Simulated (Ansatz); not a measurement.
# Cs2InAgCl6: the cost of one run

Program: Ansatz 0.2.0. Level of theory: DFT LDA, scalar-relativistic, plane waves, PAW. These are calculated values, not measurements.

## 1. The structure to begin with

The structure is cubic, space group Fm-3m (No. 225). The conventional cell has a = 10.664 Å, b = 10.664 Å, c = 10.664 Å, α = 90.00°, β = 90.00°, γ = 90.00°. Cs (site symmetry -43m) has 12 Cl at 3.77 Å as nearest neighbours. Around In (site symmetry m-3m) lie 6 Cl at 2.57 Å. Around Ag (site symmetry m-3m) lie 6 Cl at 2.76 Å. Around Cl (site symmetry 4mm) lie 1 In at 2.57 Å and 1 Ag at 2.76 Å.

Structure file:

```
Cs In Ag Cl
1.0
     0.00000    5.33176    5.33176
     5.33176    0.00000    5.33176
     5.33176    5.33176    0.00000
Cs In Ag Cl
2 1 1 6
Direct
  0.25000 0.25000 0.25000
  0.75000 0.75000 0.75000
  0.00000 0.00000 0.00000
  0.50000 0.50000 0.50000
  0.75900 0.24100 0.24100
  0.24100 0.75900 0.24100
  0.24100 0.75900 0.75900
  0.75900 0.24100 0.75900
  0.24100 0.24100 0.75900
  0.75900 0.75900 0.24100
```

This cell was relaxed beforehand with the same method: volume 30.31 Å³/atom, gap on the mesh 1.03 eV.

## 2. Relaxing with LDA

Contents of input.yaml:

```yaml
crystal:
  lattice:
    - [0.0, 5.3317617392, 5.3317617392]
    - [5.3317617392, 0.0, 5.3317617392]
    - [5.3317617392, 5.3317617392, 0.0]
  atoms:
    - { symbol: Cs, position: [0.25, 0.25, 0.25] }
    - { symbol: Cs, position: [0.75, 0.75, 0.75] }
    - { symbol: In, position: [0.0, 0.0, 0.0] }
    - { symbol: Ag, position: [0.5, 0.5, 0.5] }
    - { symbol: Cl, position: [0.7589960559, 0.2410039441, 0.2410039441] }
    - { symbol: Cl, position: [0.2410039441, 0.7589960559, 0.2410039441] }
    - { symbol: Cl, position: [0.2410039441, 0.7589960559, 0.7589960559] }
    - { symbol: Cl, position: [0.7589960559, 0.2410039441, 0.7589960559] }
    - { symbol: Cl, position: [0.2410039441, 0.2410039441, 0.7589960559] }
    - { symbol: Cl, position: [0.7589960559, 0.7589960559, 0.2410039441] }
basis:
  ecutwfc: 420
kpoints:
  mp_grid: { grid: [6, 6, 6] }
hamiltonian:
  xc: lda
scf:
  occupations: { method: gaussian, width: 0.02 }
output:
  forces: true
  stress: true
  eigenvalues: true
relax:
  adjacent_minimum: "off"
  f_tol: 0.005
  max_steps: 50
  cell: { stress_tol: 0.05 }
```

Launch:

```bash
$ ansatz run input.yaml --threads 2 --pin off --max-ram 5120MiB --backend cpu --events-out ev --progress --plain --runs-dir out
```

What time and memory should one allow on 2 threads of an x86-64 CPU, shared host?

About 2 min, with a peak of 0.74 GiB.
